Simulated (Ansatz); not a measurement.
# AlOs: the cost of one run

Computed with Ansatz 0.2.0 (DFT PBEsol, scalar-relativistic, plane waves, PAW, unless a step's input says otherwise).

**1. The structure to begin with**

The structure is hexagonal, space group P6_3/mmc (No. 194). Conventional cell: a = 3.967 Å, b = 3.967 Å, c = 4.932 Å, α = 90.00°, β = 90.00°, γ = 120.00°. Os (site symmetry -3m) is surrounded by 2 Os at 2.47 Å and 6 Al at 2.60 Å. Around Al (site symmetry -6m2) lie 6 Os at 2.60 Å.

As a file:

```
Os Al
1.0
     3.96724    0.00000    0.00000
    -1.98362    3.43573    0.00000
     0.00000    0.00000    4.93158
Os Al
2 2
Direct
  0.00000 0.00000 0.00000
  0.00000 0.00000 0.50000
  0.33333 0.66667 0.25000
  0.66667 0.33333 0.75000
```

This cell comes from an earlier session at PBEsol: 16.805 Å³/atom at 0.07 GPa, on a 10×10×6 mesh.

The changes: atom 3 (Al) moved 0.05 Å along x; strain e5 = +0.01, atoms carried along.

**2. Atom 3 (Al) moved 0.05 Å along x**

File input.yaml:

```yaml
crystal:
  lattice:
    - [3.9672413371, 0.0, 0.0]
    - [-1.9836206685, 3.4357317809, 0.0]
    - [0.0, 0.0, 4.9315847777]
  atoms:
    - { symbol: Os, position: [0.0, 0.0, 0.0] }
    - { symbol: Os, position: [0.0, 0.0, 0.5] }
    - { symbol: Al, position: [0.3459365495, 0.6666666667, 0.25] }
    - { symbol: Al, position: [0.6666666667, 0.3333333333, 0.75] }
basis:
  ecutwfc: 420
  ecutrho_ratio: 4
kpoints:
  mp_grid: { grid: [10, 10, 6] }
hamiltonian:
  xc: pbesol
scf:
  occupations: { method: gaussian, width: 0.05 }
output:
  forces: true
  stress: true
  eigenvalues: true
```

Q: Estimate wall time and peak memory on 4 threads of an Arm CPU, shared host.

About 10 s, with a peak of 0.59 GiB.
